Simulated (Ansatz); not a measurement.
# C2H15GeNSi3: how energies converge with the basis set

An exercise on one series of results from a longer session: the logs are not shown, and one member is left open.

Program: Ansatz 0.2.0, Gaussian basis. Level of theory: one geometry, several basis sets. These are calculated values, not measurements.

Levels to be run: PBE0-D4/def2-SVP; ωB97M-V/def2-SVP; PBE0-D4/def2-QZVPP; ωB97M-V/def2-QZVPP; the functionals' def2-TZVPP values are taken from earlier runs.

## The geometry

An earlier PBE0-D4 in a triple-zeta def2 set relaxation fixed the geometry.

SMILES `C[SiH](C)[N]([GeH3])[SiH2][SiH3]`, 22 atoms, charge 0, spin multiplicity 1.

Atoms are counted from 1 here; the program's logs count them from 0.

Bond lengths: C1–Si2 1.868 Å, C1–H8 1.094 Å, C1–H9 1.093 Å, C1–H10 1.093 Å, Si2–C3 1.867 Å, Si2–N4 1.740 Å, Si2–H11 1.494 Å, C3–H12 1.093 Å, C3–H13 1.094 Å, C3–H14 1.093 Å, N4–Ge5 1.854 Å, N4–Si6 1.729 Å, Ge5–H15 1.539 Å, Ge5–H16 1.539 Å, Ge5–H17 1.537 Å, Si6–Si7 2.347 Å, Si6–H18 1.490 Å, Si6–H19 1.494 Å and more. Angles: Si2–C1–H8 110.7°, Si2–C1–H9 111.5°, Si2–C1–H10 110.8°, H8–C1–H9 107.6°, H8–C1–H10 108.2°, H9–C1–H10 108.0°, C1–Si2–C3 110.4°, C1–Si2–N4 110.7°, C1–Si2–H11 108.0°, C3–Si2–N4 110.2°, C3–Si2–H11 109.0°, N4–Si2–H11 108.5°, Si2–C3–H12 112.1°, Si2–C3–H13 109.1°, Si2–C3–H14 111.9°, H12–C3–H13 107.6°, H12–C3–H14 108.3°, H13–C3–H14 107.8° and more.

Set-up of the first run:

in.yaml

```yaml
crystal:
  periodic: [false, false, false]
  atoms:
    - {symbol: C, position_ang: [-0.606362, -2.416809, -1.426831]}
    - {symbol: Si, position_ang: [0.425251, -1.195837, -0.460465]}
    - {symbol: C, position_ang: [1.587034, -0.279085, -1.598437]}
    - {symbol: N, position_ang: [-0.592846, -0.071433, 0.392158]}
    - {symbol: Ge, position_ang: [-1.671788, -0.724090, 1.751611]}
    - {symbol: Si, position_ang: [-0.646231, 1.633607, 0.111814]}
    - {symbol: Si, position_ang: [1.091843, 2.789563, 1.184444]}
    - {symbol: H, position_ang: [0.031259, -3.146237, -1.934287]}
    - {symbol: H, position_ang: [-1.286610, -2.970654, -0.774414]}
    - {symbol: H, position_ang: [-1.207190, -1.903989, -2.182773]}
    - {symbol: H, position_ang: [1.228482, -1.961194, 0.539522]}
    - {symbol: H, position_ang: [2.207408, 0.440231, -1.058560]}
    - {symbol: H, position_ang: [2.257100, -0.996704, -2.080267]}
    - {symbol: H, position_ang: [1.048947, 0.255040, -2.385198]}
    - {symbol: H, position_ang: [-1.474709, 0.141249, 3.008495]}
    - {symbol: H, position_ang: [-3.147177, -0.676660, 1.316901]}
    - {symbol: H, position_ang: [-1.237144, -2.174489, 2.016769]}
    - {symbol: H, position_ang: [-0.625011, 1.946749, -1.345144]}
    - {symbol: H, position_ang: [-1.937658, 2.145770, 0.660283]}
    - {symbol: H, position_ang: [1.046845, 2.532415, 2.650759]}
    - {symbol: H, position_ang: [0.977417, 4.258101, 0.960144]}
    - {symbol: H, position_ang: [2.421939, 2.344655, 0.682277]}
basis:
  gaussian: {orbitals: def2-SVP}
hamiltonian: {xc: pbe0, dispersion: d4}
output: {orbitals: {seedname: orbitals}}
```

Command:

```sh
ansatz run in.yaml --threads 4 --pin off --events-out ev --progress --plain --max-ram 46080MiB --backend cpu
```

Steps of the session up to this table: PBE0-D4 in def2-SVP; ωB97M-V in def2-SVP; PBE0-D4 in def2-QZVPP; ωB97M-V in def2-QZVPP.

One table of the session follows, with a row left open; its other results are not shown here.

It belongs to the step «Functionals by basis». 

| functional | basis | HOMO (eV) | LUMO (eV) |
| --- | --- | --- | --- |
| PBE0-D4 | def2-SVP | -6.87 | -0.02 |
| PBE0-D4 | def2-TZVPP | ? | ? |
| PBE0-D4 | def2-QZVPP | -6.95 | -0.35 |
| ωB97M-V | def2-SVP | -8.97 | 1.82 |
| ωB97M-V | def2-TZVPP | -9.07 | 1.45 |
| ωB97M-V | def2-QZVPP | -9.07 | 1.24 |

Q: Estimate the row for PBE0-D4, def2-TZVPP from the others.

As computed: HOMO (eV): -6.94; LUMO (eV): -0.27. In the column «HOMO (eV)» it lies between PBE0-D4, def2-QZVPP (-6.95) and PBE0-D4, def2-SVP (-6.87).
